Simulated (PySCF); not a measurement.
# KSb: from the state search to spectroscopic constants

Aim: find the lowest electronic state of KSb, scan its bond at several levels of theory, and get bond length, wavenumber and dissociation energy from each curve.

The runs use PySCF 2.14.0; K def2-SVPD, Sb def2-SVPD with ECP28, scalar-relativistic core potentials.

### Step 1. The job

Settings of the job:

```yaml
atoms: K, Sb
charge: 0
basis: K def2-SVPD, Sb def2-SVPD with ECP28
Hamiltonian: scalar-relativistic core potentials
basis_functions: 59
electrons_treated: 42
masses_in_u: 38.9637, 120.9038
levels: PBE0, PBE, r²SCAN, PW91, M06, BHandHLYP, HF, MP2, SCS-MP2
grid: 80 radial by 434 angular points
occupations: held fixed by the projection of orbital angular momentum
dissociation_limit: K + Sb, each in its ground configuration
starting_distance_in_angstrom: 3.310
values_of_2S_to_try: 0, 2, 4
```

On the command line:

```sh
$ OMP_NUM_THREADS=1 python dia.py task.json out
```

Further steps of the session: The PBE0 curve of the state that the search chose; Other states along the same grid; PBE (GGA); r²SCAN (meta-GGA); PW91 (GGA); M06 (hybrid meta-GGA); BHandHLYP (global hybrid GGA); UHF (mean field).

What does the calculation give? Wanted: for each run, Re; ωe; De; μ.

As calculated:

Lowest PBE0 solution found, without spin–orbit coupling: ³Σ⁻ (triplet), unpaired electrons π ↑↑. State 2 has its PBE0 minimum 0.31 eV higher, as a spin-mixed determinant (⟨S²⟩ = 1.01), so this is no gap between pure states. State 3 has its PBE0 minimum 0.55 eV higher. State 4 has its PBE0 minimum 0.84 eV higher, as a spin-mixed determinant (⟨S²⟩ = 1.01), so this is no gap between pure states. The other levels ran on the lowest alone.

```csv
level,Re (Å),ωe (cm⁻¹),De (eV),μ (D)
UHF,3.424,138.0,0.273,-10.81
UHF-MP2,3.402,140.9,0.78,n/a
UHF-SCS-MP2,3.413,141.7,0.78,n/a
PBE,3.349,138.5,1.23,-7.97
PW91,3.341,140.0,1.28,-8.09
r²SCAN,3.356,142.1,1.21,-9.33
PBE0,3.330,145.2,1.16,-9.08
M06,3.330,148.2,n/a,-9.75
BHandHLYP,3.334,148.8,1.13,-9.59
```

De is counted to K + Sb in their ground configurations. A positive dipole means K(−)Sb(+).

The methods spread over 0.094 Å in bond length, from PBE0 to UHF. Among the levels with a De in the table, it runs from 0.273 eV (UHF) to 1.28 eV (PW91).

Correlated steps freeze 9 core orbitals. These are scalar-relativistic numbers at best; spin–orbit coupling would shift them, the dissociation energy most. With spin–orbit coupling the term label itself may not hold.
